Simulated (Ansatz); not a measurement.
# Be3CdF: the cost of one run

Computed with Ansatz 0.2.0 (DFT PBE, scalar-relativistic, plane waves, PAW, unless a step's input says otherwise).

## (1) The system as given

It takes space group P4/mmm (No. 123, tetragonal). Conventional cell: a = 2.881 Å, b = 2.881 Å, c = 7.061 Å, α = 90.00°, β = 90.00°, γ = 90.00°. Be (site symmetry 4mm) is surrounded by 1 F at 1.20 Å. Around Be (site symmetry 4/mmm) lie 12 Be at 2.88 to 3.10 Å. Around Cd (site symmetry 4/mmm) lie 4 F at 2.04 Å. Around F (site symmetry 4/mmm) lie 2 Be at 1.20 Å.

Structure file:

```xyz
5
Lattice="2.8814 0.0000 0.0000 0.0000 2.8814 0.0000 0.0000 0.0000 7.0608" Properties=species:S:1:pos:R:3 pbc="T T T"
Be    1.4407    1.4407    4.7283
Be    1.4407    1.4407    2.3325
Be    0.0000    0.0000    0.0000
Cd    0.0000    0.0000    3.5304
F     1.4407    1.4407    3.5304
```

A structure generator made this guess: random cell by space group and Wyckoff sites (P4/mmm, No. 123). Lengths come from tabulated atomic sizes and are only a guess.

## (2) Probe: one point on a coarse mesh

Contents of input.yaml:

```yaml
crystal:
  lattice:
    - [2.88140809, 0.0, 0.0]
    - [0.0, 2.88140809, 0.0]
    - [0.0, 0.0, 7.0607612]
  atoms:
    - { symbol: Be, position: [0.5, 0.5, 0.66965683] }
    - { symbol: Be, position: [0.5, 0.5, 0.33034317] }
    - { symbol: Be, position: [0.0, 0.0, 0.0] }
    - { symbol: Cd, position: [0.0, 0.0, 0.5] }
    - { symbol: F, position: [0.5, 0.5, 0.5] }
basis:
  ecutwfc: 420
kpoints:
  mp_grid: { grid: [6, 6, 4] }
hamiltonian:
  xc: pbe
scf:
  occupations: { method: gaussian, width: 0.1 }
  lower_state_search: "off"
output:
  forces: true
  stress: true
  eigenvalues: true
```

Command:

```bash
$ ansatz run input.yaml --threads 1 --pin off --max-ram 2048MiB --backend cpu --events-out ev --progress --plain --runs-dir out
```

**Question.** How long does this run take on 1 thread of Arm Neoverse N1, shared host, and how much memory does it need?

About 4.5 s, with a peak of 0.38 GiB.
